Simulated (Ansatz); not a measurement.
# CH₄F₂SSn: basis-set convergence

An exercise on one series of results from a longer session: the logs are not shown, and one member is left open.

The runs use Ansatz 0.2.0, Gaussian basis; one geometry, several basis sets.

Levels to be run: PBE0-D4/def2-SVP; ωB97M-V/def2-SVP; PBE0-D4/def2-QZVPP; ωB97M-V/def2-QZVPP; the functionals' def2-TZVPP values are taken from earlier runs.

## The geometry

The geometry comes from an earlier relaxation with PBE0-D4 in a triple-zeta def2 set; it is a stationary point, not always the lowest conformer. Sn takes the def2 core potential; no spin-orbit term is included.

SMILES `[CH3][Sn]([F])([F])[SH]`, 9 atoms, charge 0, spin multiplicity 1.

Atoms are counted from 1 here; the program's logs count them from 0.

Bond lengths: C1–Sn2 2.110 Å, C1–H6 1.089 Å, C1–H7 1.089 Å, C1–H8 1.089 Å, Sn2–F3 1.912 Å, Sn2–F4 1.912 Å, Sn2–S5 2.369 Å, S5–H9 1.345 Å. Angles: Sn2–C1–H6 107.9°, Sn2–C1–H7 109.3°, Sn2–C1–H8 109.3°, H6–C1–H7 110.1°, H6–C1–H8 110.1°, H7–C1–H8 110.2°, C1–Sn2–F3 109.8°, C1–Sn2–F4 109.9°, C1–Sn2–S5 119.3°, F3–Sn2–F4 100.7°, F3–Sn2–S5 107.8°, F4–Sn2–S5 107.7°, Sn2–S5–H9 91.6°.

Set-up of the first run:

Input file in.yaml:

```yaml
crystal:
  periodic: [false, false, false]
  atoms:
    - {symbol: C, position_ang: [-1.013437, -0.875351, -0.866233]}
    - {symbol: Sn, position_ang: [0.479342, 0.124796, 0.239453]}
    - {symbol: F, position_ang: [1.175701, -1.037272, 1.589114]}
    - {symbol: F, position_ang: [2.033103, 0.378881, -0.845978]}
    - {symbol: S, position_ang: [-0.030073, 2.198642, 1.264004]}
    - {symbol: H, position_ang: [-0.576961, -1.789776, -1.265631]}
    - {symbol: H, position_ang: [-1.847421, -1.115444, -0.208613]}
    - {symbol: H, position_ang: [-1.348692, -0.234617, -1.680320]}
    - {symbol: H, position_ang: [1.216937, 2.303842, 1.757104]}
basis:
  gaussian: {orbitals: def2-SVP}
hamiltonian: {xc: pbe0, dispersion: d4}
output: {orbitals: {seedname: orbitals}}
```

Among the steps run: PBE0-D4 in def2-SVP; ωB97M-V in def2-SVP; PBE0-D4 in def2-QZVPP; ωB97M-V in def2-QZVPP.

One of the session's tables, all rows but one given; the rest of the session is left out.

It belongs to the step «Density functionals: the series». 

```
functional       basis  HOMO (eV)
   PBE0-D4    def2-SVP      -7.99
   PBE0-D4  def2-TZVPP      -8.14
   PBE0-D4  def2-QZVPP          ?
   ωB97M-V    def2-SVP     -10.19
   ωB97M-V  def2-TZVPP     -10.37
   ωB97M-V  def2-QZVPP     -10.40
```

Estimate the missing values for PBE0-D4, def2-QZVPP.

As computed: HOMO (eV): -8.15. In the column «HOMO (eV)» it lies between ωB97M-V, def2-SVP (-10.19) and PBE0-D4, def2-TZVPP (-8.14).
